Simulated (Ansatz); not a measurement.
**ZrBr3F: small, medium and large basis sets**

The task here is to estimate one member of a computed series from the others.

The runs use Ansatz 0.2.0, Gaussian basis; one geometry, several basis sets.

Levels to be run: PBE0-D4/def2-SVP; ωB97M-V/def2-SVP; PBE0-D4/def2-QZVPP; ωB97M-V/def2-QZVPP; the functionals' def2-TZVPP values are taken from earlier runs.

### The relaxed structure

All runs share one geometry, relaxed beforehand with PBE0-D4 in a triple-zeta def2 set. Zr takes the def2 core potential; no spin-orbit term is included.

SMILES `[F][Zr]([Br])([Br])[Br]`, 5 atoms, charge 0, spin multiplicity 1.

Atoms are counted from 1 here; the program's logs count them from 0.

Bond lengths: F1–Zr2 1.874 Å, Zr2–Br3 2.475 Å, Zr2–Br4 2.475 Å, Zr2–Br5 2.475 Å. Angles: F1–Zr2–Br3 109.1°, F1–Zr2–Br4 109.1°, F1–Zr2–Br5 109.1°, Br3–Zr2–Br4 109.8°, Br3–Zr2–Br5 109.8°, Br4–Zr2–Br5 109.8°.

Coordinates:

```xyz
5

F    -0.5747   -0.1934    1.8810
Zr   -0.0228   -0.0247    0.0977
Br    1.9890   -1.4208   -0.2636
Br   -1.8492   -0.7829   -1.3910
Br    0.5077    2.3482   -0.3654
```

The first run:

in.yaml

```yaml
crystal:
  periodic: [false, false, false]
  atoms:
    - {symbol: F, position_ang: [-0.574694, -0.193423, 1.880981]}
    - {symbol: Zr, position_ang: [-0.022803, -0.024722, 0.097693]}
    - {symbol: Br, position_ang: [1.988981, -1.420800, -0.263568]}
    - {symbol: Br, position_ang: [-1.849218, -0.782879, -1.391001]}
    - {symbol: Br, position_ang: [0.507734, 2.348223, -0.365406]}
basis:
  gaussian: {orbitals: def2-SVP}
hamiltonian: {xc: pbe0, dispersion: d4}
output: {orbitals: {seedname: orbitals}}
```

Started as:

```sh
> ansatz run in.yaml --threads 4 --pin off --events-out ev --progress --plain --max-ram 11315MiB
```

Steps of the session up to this table: PBE0-D4 in def2-SVP; ωB97M-V in def2-SVP; PBE0-D4 in def2-QZVPP; ωB97M-V in def2-QZVPP.

One table of the session follows, with a row left open; its other results are not shown here.

It belongs to the step «Functionals by basis». 

| functional | basis | HOMO (eV) | LUMO (eV) |
| --- | --- | --- | --- |
| PBE0-D4 | def2-SVP | -8.90 | -2.65 |
| PBE0-D4 | def2-TZVPP | -8.91 | -2.65 |
| PBE0-D4 | def2-QZVPP | -8.90 | -2.63 |
| ωB97M-V | def2-SVP | -10.98 | -0.60 |
| ωB97M-V | def2-TZVPP | ? | ? |
| ωB97M-V | def2-QZVPP | -11.02 | -0.63 |

**Question.** Estimate the row for ωB97M-V, def2-TZVPP.

**Answer.** HOMO (eV): -11.02; LUMO (eV): -0.64.
